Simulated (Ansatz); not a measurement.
# Al5BP6: the cost of one run

Computed with Ansatz 0.2.0 (DFT PBE, scalar-relativistic, plane waves, PAW, unless a step's input says otherwise).

**1. The system as given**

The structure is trigonal, space group P31m (No. 157). Conventional cell: a = 6.536 Å, b = 6.536 Å, c = 6.202 Å, α = 90.00°, β = 90.00°, γ = 120.00°. Al (site symmetry m) is surrounded by 4 P at 2.34 to 2.40 Å. Around Al (site symmetry 3) lie 4 P at 2.38 to 2.43 Å. Around B (site symmetry 3m) lie 4 P at 2.03 Å. Around P (site symmetry m) lie 1 B at 2.03 Å and 3 Al at 2.40 to 2.43 Å. Around P (site symmetry 3m) lie 1 B at 2.03 Å and 3 Al at 2.35 Å. Around P (site symmetry 3) lie 4 Al at 2.34 to 2.38 Å.

Coordinates:

```cif
data_structure
_symmetry_space_group_name_H-M 'P 1'
_symmetry_Int_Tables_number 1
_cell_length_a 6.5359
_cell_length_b 6.5359
_cell_length_c 6.2023
_cell_angle_alpha 90.000
_cell_angle_beta 90.000
_cell_angle_gamma 120.000
_cell_volume 229.45
loop_
_atom_site_label
_atom_site_type_symbol
_atom_site_fract_x
_atom_site_fract_y
_atom_site_fract_z
_atom_site_occupancy
Al1 Al 0.68090 0.00000 0.00033 1
Al2 Al 0.31910 0.31910 0.00033 1
Al3 Al 0.00000 0.68090 0.00033 1
Al4 Al 0.66667 0.33333 0.50048 1
Al5 Al 0.33333 0.66667 0.50048 1
B1 B 0.00000 0.00000 0.49825 1
P1 P 0.70836 0.00000 0.38588 1
P2 P 0.29164 0.29164 0.38588 1
P3 P 0.00000 0.70836 0.38588 1
P4 P 0.00000 0.00000 0.82514 1
P5 P 0.66667 0.33333 0.88350 1
P6 P 0.33333 0.66667 0.88350 1
```

It is the end of an earlier relaxation with the same method, from a generated guess; it needn't be the stable form of this composition. At a tolerance of 0.02 Å it has space group P31m (No. 157); it has 19.12 Å³/atom, an uncorrected energy of -0.51 eV/atom over the elements.

**2. Electronic structure at the relaxed geometry**

File input.yaml:

```yaml
crystal:
  lattice:
    - [6.5358541081, -2.89e-08, 0.0]
    - [-3.267927029, 5.6602157074, 0.0]
    - [0.0, 0.0, 6.2022659]
  atoms:
    - { symbol: Al, position: [0.680901, 0.0, 0.000326] }
    - { symbol: Al, position: [0.319099, 0.319099, 0.000326] }
    - { symbol: Al, position: [0.0, 0.680901, 0.000326] }
    - { symbol: Al, position: [0.6666666667, 0.3333333333, 0.500482] }
    - { symbol: Al, position: [0.3333333333, 0.6666666667, 0.500482] }
    - { symbol: B, position: [0.0, 0.0, 0.498249] }
    - { symbol: P, position: [0.70836, 0.0, 0.385885] }
    - { symbol: P, position: [0.29164, 0.29164, 0.385885] }
    - { symbol: P, position: [0.0, 0.70836, 0.385885] }
    - { symbol: P, position: [0.0, 0.0, 0.825144] }
    - { symbol: P, position: [0.6666666667, 0.3333333333, 0.883504] }
    - { symbol: P, position: [0.3333333333, 0.6666666667, 0.883504] }
basis:
  ecutwfc: 420
kpoints:
  mp_grid: { grid: [6, 6, 6] }
  band_path:
    path:
      - [[0.0, 0.0, 0.0], [0.5, 0.0, 0.0], [0.33333333, 0.33333333, 0.0], [0.0, 0.0, 0.0], [0.0, 0.0, 0.5], [0.5, 0.0, 0.5], [0.33333333, 0.33333333, 0.5], [0.0, 0.0, 0.5]]
      - [[0.5, 0.0, 0.5], [0.5, 0.0, 0.0]]
      - [[0.33333333, 0.33333333, 0.5], [0.33333333, 0.33333333, 0.0], [0.33333333, 0.33333333, -0.5]]
    npoints: 10
hamiltonian:
  xc: pbe
scf:
  occupations: { method: gaussian, width: 0.02 }
  n_extra_bands: 30
output:
  forces: true
  stress: true
  eigenvalues: true
  populations: true
  dos: { projected: true, de: 0.02, nscf_kmesh: { grid: [9, 9, 9] } }
  bader: false
```

Launch:

```
ansatz run input.yaml --threads 4 --pin off --max-ram 8192MiB --backend cpu --events-out ev --progress --plain --runs-dir out
```

Q: Estimate wall time and peak memory on 4 threads of Arm Neoverse V1, shared host.

About 74 s, with a peak of 1.1 GiB.
